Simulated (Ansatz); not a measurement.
# C2F3O2−: small, medium and large basis sets

An exercise on one series of results from a longer session: the logs are not shown, and one member is left open.

Program: Ansatz 0.2.0, Gaussian basis. Level of theory: one geometry, several basis sets. These are calculated values, not measurements.

Levels to be run: PBE0-D4/def2-SVPD; ωB97M-V/def2-SVPD; PBE0-D4/def2-QZVPPD; ωB97M-V/def2-QZVPPD; the functionals' def2-TZVPPD values are taken from earlier runs.

**Structure used throughout**

All runs share one geometry, relaxed beforehand with PBE0-D4 in a triple-zeta def2 set.

SMILES `O=C([O-])C(F)(F)F`, 7 atoms, charge -1, spin multiplicity 1.

Atoms are counted from 1 here; the program's logs count them from 0.

Bond lengths: O1–C2 1.237 Å, C2–O3 1.235 Å, C2–C4 1.577 Å, C4–F5 1.353 Å, C4–F6 1.345 Å, C4–F7 1.353 Å. Angles: O1–C2–O3 132.8°, O1–C2–C4 112.2°, O3–C2–C4 115.0°, C2–C4–F5 112.0°, C2–C4–F6 114.7°, C2–C4–F7 112.0°, F5–C4–F6 105.8°, F5–C4–F7 106.0°, F6–C4–F7 105.8°.

The first run:

in.yaml

```yaml
crystal:
  periodic: [false, false, false]
  atoms:
    - {symbol: O, position_ang: [1.508224, -1.054456, -0.094266]}
    - {symbol: C, position_ang: [0.455425, -0.734902, 0.471244]}
    - {symbol: O, position_ang: [-0.113587, -1.152766, 1.485071]}
    - {symbol: C, position_ang: [-0.286642, 0.441454, -0.271162]}
    - {symbol: F, position_ang: [0.478592, 1.554200, -0.349023]}
    - {symbol: F, position_ang: [-1.439048, 0.829896, 0.303752]}
    - {symbol: F, position_ang: [-0.602964, 0.116574, -1.545626]}
basis:
  gaussian: {orbitals: def2-SVPD}
total_charge: -1
hamiltonian: {xc: pbe0, dispersion: d4}
output: {orbitals: {seedname: orbitals}}
```

The run is started by

```console
> ansatz run in.yaml --threads 2 --pin off --events-out ev --progress --plain --max-ram 32768MiB --backend cpu
```

Steps of the session up to this table: PBE0-D4 in def2-SVPD; ωB97M-V in def2-SVPD; PBE0-D4 in def2-QZVPPD; ωB97M-V in def2-QZVPPD.

One table of the session follows, with a row left open; its other results are not shown here.

It belongs to the step «Functionals by basis». 

```
functional        basis  HOMO (eV)  LUMO (eV)
   PBE0-D4    def2-SVPD      -2.48       4.77
   PBE0-D4  def2-TZVPPD      -2.38       4.07
   PBE0-D4  def2-QZVPPD      -2.39       3.76
   ωB97M-V    def2-SVPD      -5.00       5.46
   ωB97M-V  def2-TZVPPD          ?          ?
   ωB97M-V  def2-QZVPPD      -4.86       4.04
```

Q: Estimate the row for ωB97M-V, def2-TZVPPD from the others.

The run gave: HOMO (eV): -4.86; LUMO (eV): 4.45.
